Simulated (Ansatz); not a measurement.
# BH₆NSSi: one species, many methods

One table from this session's results is given with a row withheld; the runs are named, their logs left out.

Method: functionals in def2-TZVPP, the program's frozen cores in correlated methods; program: Ansatz 0.2.0, Gaussian basis.

Plan: LDA (SPW92), PBE-D4, revPBE-D4, BLYP-D4, r2SCAN-D4, B97M-V, PBE0-D4, B3LYP-D4, r2SCANh-D4, r2SCAN0-D4, HSE06-D4, BHLYP-D4, CAM-B3LYP-D4, LC-ωPBE, ωB97X-V, ωB97M-V, B2PLYP, PBE-QIDH; CCSD(T)/def2-SVP; CCSD(T)/def2-TZVPP; MP2/def2-QZVPP; extrapolation to the limit; RPA on PBE.

## Structure used throughout

All runs share one geometry, relaxed beforehand with PBE0-D4 in a triple-zeta def2 set.

SMILES `[SiH3]NBS`, 10 atoms, charge 0, spin multiplicity 1.

Atoms are counted from 1 here; the program's logs count them from 0.

Bond lengths: Si1–N2 1.741 Å, Si1–H5 1.487 Å, Si1–H6 1.480 Å, Si1–H7 1.487 Å, N2–B3 1.405 Å, N2–H8 1.012 Å, B3–S4 1.812 Å, B3–H9 1.194 Å, S4–H10 1.340 Å. Angles: N2–Si1–H5 110.5°, N2–Si1–H6 107.5°, N2–Si1–H7 110.6°, H5–Si1–H6 110.3°, H5–Si1–H7 107.7°, H6–Si1–H7 110.2°, Si1–N2–B3 126.0°, Si1–N2–H8 116.6°, B3–N2–H8 117.4°, N2–B3–S4 120.2°, N2–B3–H9 120.1°, S4–B3–H9 119.7°, B3–S4–H10 96.5°.

Geometry (Å):

```xyz
10
BH6NSSi
Si   -1.50881    0.15848   -0.76953
N     0.09228   -0.41759   -0.40194
B     0.92061    0.04923    0.63220
S     2.56836   -0.66618    0.87267
H    -2.49572   -0.95007   -0.67940
H    -1.83621    1.21751    0.21175
H    -1.56470    0.70318   -2.15202
H     0.45477   -1.15577   -0.99118
H     0.54138    0.91932    1.35646
H     2.91124    0.09068    1.92391
```

The first run:

Input file in.yaml:

```yaml
crystal:
  periodic: [false, false, false]
  atoms:
    - {symbol: Si, position_ang: [-1.508809, 0.158475, -0.769531]}
    - {symbol: N, position_ang: [0.092281, -0.417590, -0.401939]}
    - {symbol: B, position_ang: [0.920608, 0.049230, 0.632196]}
    - {symbol: S, position_ang: [2.568357, -0.666176, 0.872667]}
    - {symbol: H, position_ang: [-2.495718, -0.950065, -0.679404]}
    - {symbol: H, position_ang: [-1.836207, 1.217506, 0.211748]}
    - {symbol: H, position_ang: [-1.564697, 0.703185, -2.152021]}
    - {symbol: H, position_ang: [0.454767, -1.155767, -0.991185]}
    - {symbol: H, position_ang: [0.541381, 0.919325, 1.356462]}
    - {symbol: H, position_ang: [2.911236, 0.090676, 1.923907]}
basis:
  gaussian: {orbitals: def2-TZVPP}
hamiltonian: {xc: lda}
output: {orbitals: {seedname: orbitals}}
```

Run with:

```bash
$ ansatz run in.yaml --threads 2 --pin off --events-out ev --progress --plain --max-ram 4352MiB
```

Among the steps run: LDA; PBE-D4 (GGA); revPBE-D4 (GGA); BLYP-D4 (GGA); r2SCAN-D4 (meta-GGA); B97M-V (meta-GGA); B3LYP-D4 (hybrid); r2SCANh-D4 (hybrid); r2SCAN0-D4 (hybrid); HSE06-D4 (hybrid); BHLYP-D4 (hybrid); CAM-B3LYP-D4 (range-separated); LC-ωPBE (range-separated); ωB97X-V (range-separated); ωB97M-V (range-separated); B2PLYP (double hybrid); PBE-QIDH (double hybrid).

One table of the session follows, with a row left open; its other results are not shown here.

It belongs to the step «Frontier levels by functional». 

| functional | HOMO (eV) | gap (eV) |
| --- | --- | --- |
| LDA (SPW92) | -6.29 | 5.22 |
| PBE-D4 | -6.17 | 5.33 |
| revPBE-D4 | -6.12 | 5.38 |
| BLYP-D4 | -5.99 | 5.33 |
| r2SCAN-D4 | -6.44 | 5.92 |
| B97M-V | -6.55 | 5.95 |
| PBE0-D4 | ? | ? |
| B3LYP-D4 | -7.11 | 6.97 |
| r2SCANh-D4 | -6.88 | 6.69 |
| r2SCAN0-D4 | -7.54 | 7.84 |
| HSE06-D4 | -6.96 | 6.69 |
| BHLYP-D4 | -8.41 | 9.32 |
| CAM-B3LYP-D4 | -8.64 | 9.69 |
| LC-ωPBE | -10.04 | 12.31 |
| ωB97X-V | -9.67 | 11.76 |
| ωB97M-V | -9.53 | 11.25 |

**Question.** Estimate the row for PBE0-D4.

As computed: HOMO (eV): -7.36; gap (eV): 7.47. In the column «HOMO (eV)» it lies between r2SCAN0-D4 (-7.54) and B3LYP-D4 (-7.11).
